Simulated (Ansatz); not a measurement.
Runs of Ansatz 0.2.0 on Hf2Pd2Se2Br2O3. Symmetry: P-3m1, No. 164, trigonal system. The conventional cell has a = 3.726 Å, b = 3.726 Å, c = 17.009 Å, α = 90.00°, β = 90.00°, γ = 120.00°. Around Hf (site symmetry 3m) lie 7 O at 2.15 to 2.43 Å. Around Pd (site symmetry 3m) lie 3 Se at 2.51 Å and 3 Br at 2.70 Å. Around Se (site symmetry 3m) lie 3 Pd at 2.51 Å and 1 Hf at 2.73 Å. Br (site symmetry 3m) is surrounded by 3 Pd at 2.70 Å. O (site symmetry 3m) has 4 Hf at 2.15 to 2.37 Å as nearest neighbours. O (site symmetry -3m) has 6 Hf at 2.43 Å and 6 O at 2.48 Å as nearest neighbours. The cell was built by a generator and needn't be a form met in nature.

```tsv
task	level	potentials or basis	cell	k mesh	cutoff (eV)	points for each segment of the path	mesh quality	gap on the mesh (eV)	pressure (GPa)	largest force (eV/Å)
relaxation of cell and atoms	BLYP	Ansatz PAW	relaxed	6 × 6 × 2	420	-	not flagged	none	0.0	-
band structure	BLYP	Ansatz PAW	as given	8 × 8 × 2	420	10	not flagged	none	5.2	0.41
single point	PBE	PseudoDojo standard (PBE files)	as given	8 × 8 × 2	1170	-	not flagged	none	(a)	0.09
single point	HSE03	Ansatz PAW	as given	4 × 4 × 1	420	-	coarse	none	-3.3	(b)
single point	PBE	Ansatz PAW earlier set	as given	8 × 8 × 2	900	-	not flagged	none	0.0	0.05
```

Alike in all rows: no spin polarisation; smearing fermi-dirac 0.05 eV.

Question: Estimate the missing entries.

Answer: (a) -0.4; (b) 0.47.

Caveats: some runs use coarse meshes; the PAW data sets come from PBE, with cores solved anew for the run's functional, which leaves a small shift of forces and pressure (some runs); this functional lacks dispersion, which binds the layers, so the pressure and a relaxed spacing across them are unreliable (some runs); the plane-wave basis is chosen anew once the cell has moved, so the energies of steps on either side of that aren't comparable (some runs); this functional lacks dispersion, which binds the layers, so the pressure and a relaxed spacing across them are unreliable, and here the layers came unbound (some runs); spin-orbit coupling is left out, which moves the levels of the heavy elements (some runs); the thresholds are loose for stress (some runs).

A k mesh can miss the band edges, and the runs leave out spin-orbit coupling on Br, Hf, Pd, Se.

A gap of «none» marks a metal or a gap under the smearing width.

The runs don't all hold the same shells in valence.
